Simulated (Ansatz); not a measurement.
**Ge2H+ (triplet): the correlation ladder, cc-pVDZ**

How much of the correlation energy of Ge2H+ (triplet) does each wave-function method recover here?

Program: Ansatz 0.2.0, Gaussian basis. Level of theory: cc-pVDZ, core rule «outside noble gas», up to 28 orbitals frozen. These are calculated values, not measurements.

The runs, in order: UHF; CCSD(T) on ROHF; CCSD(T) on UHF; BCCD(T) on ROHF; CISD; CCSDT(Q) on ROHF; CCSDT(Q) on UHF; CCSDTQ on ROHF; CCSDTQ on UHF; CASSCF and MRCISD+Q, 8 electrons in 9 orbitals; CASSCF and NEVPT2, 8 electrons in 9 orbitals.

5 further runs of the same task are left out: 5 set aside as unsound or not needed.

## 1. What is computed

The geometry is a PBE0/def2-TZVP stationary point (not a proven minimum) of the parent state, kept for this charge and spin. No spin-orbit coupling is included. The filled d shell of Ge may be among the frozen orbitals whatever the setting's name suggests; the logs give the count.

3 atoms, charge 1, spin multiplicity 3.

Atoms are counted from 1 here; the program's logs count them from 0.

Bond lengths: Ge1–Ge2 2.365 Å, Ge1–H3 1.787 Å, Ge2–H3 1.787 Å. Angles: Ge2–Ge1–H3 48.6°, Ge1–Ge2–H3 48.6°, Ge1–H3–Ge2 82.9°.

As a file:

```xyz
3

Ge    0.00000   -0.44664    1.18236
Ge    0.00000   -0.44664   -1.18236
H     0.00000    0.89328    0.00000
```

## 2. UHF

in.yaml reads:

```yaml
crystal:
  periodic: [false, false, false]
  atoms:
    - {symbol: Ge, position_ang: [0.000000, -0.446640, 1.182358]}
    - {symbol: Ge, position_ang: [0.000000, -0.446640, -1.182358]}
    - {symbol: H, position_ang: [0.000000, 0.893279, 0.000000]}
basis:
  gaussian: {orbitals: cc-pVDZ}
total_charge: 1
magnetization: {spin_polarized: true, initial_magnetization: 2}
hamiltonian: {xc: hf}
output: {orbitals: {seedname: orbitals}}
```

Run with:

```console
> ansatz run in.yaml --threads 1 --pin off --events-out ev --progress --plain --max-ram 2560MiB --backend cpu
```

After this run come: CCSD(T) on ROHF; CCSD(T) on UHF; BCCD(T) on ROHF; CISD; CCSDT(Q) on ROHF; CCSDT(Q) on UHF; CCSDTQ on ROHF; CCSDTQ on UHF; CASSCF and MRCISD+Q, 8 electrons in 9 orbitals; CASSCF and NEVPT2, 8 electrons in 9 orbitals.

Before running them: what should the planned runs give, taken together? Wanted: UCCSDTQ below the RHF energy; RMP2 from UCCSDTQ; UMP2 from UCCSDTQ; RCCSD from UCCSDTQ; RCCSD(T) from UCCSDTQ; UCCSD(T) from UCCSDTQ; RCCSDT(Q) from UCCSDTQ; UCCSDT(Q) from UCCSDTQ; NEVPT2 valence from UCCSDTQ.

**Answer**, as computed:

| quantity | value |
| --- | --- |
| UCCSDTQ below the RHF energy | -4.6117 eV |
| RMP2 from UCCSDTQ | +1036.6 meV |
| UMP2 from UCCSDTQ | +1090.6 meV |
| RCCSD from UCCSDTQ | +255.1 meV |
| RCCSD(T) from UCCSDTQ | +61.1 meV |
| UCCSD(T) from UCCSDTQ | +54.5 meV |
| RCCSDT(Q) from UCCSDTQ | +8.7 meV |
| UCCSDT(Q) from UCCSDTQ | +0.6 meV |
| NEVPT2 valence from UCCSDTQ | +549.5 meV |
| MRCISD+Q valence from UCCSDTQ | -4.2 meV |
| levels within 1 kcal/mol (43 meV) | RCCSDT, UCCSDT, RCCSDT(Q), UCCSDT(Q), RCCSDTQ, MRCISD+Q valence |
| T1 diagnostic | 0.027 |
| effectively unpaired electrons | 2.06 |

What this shows: RCCSD(T) lands +61.1 meV from the yardstick (1.3 % of the correlation energy). One determinant dominates. Of the multireference levels listed MRCISD+Q valence comes nearest in total energy (-4.2 meV), which doesn't show that its space is the better one. These misses are within one basis, not against nature; the frozen cores of restricted and unrestricted runs differ, which can shift their rows.
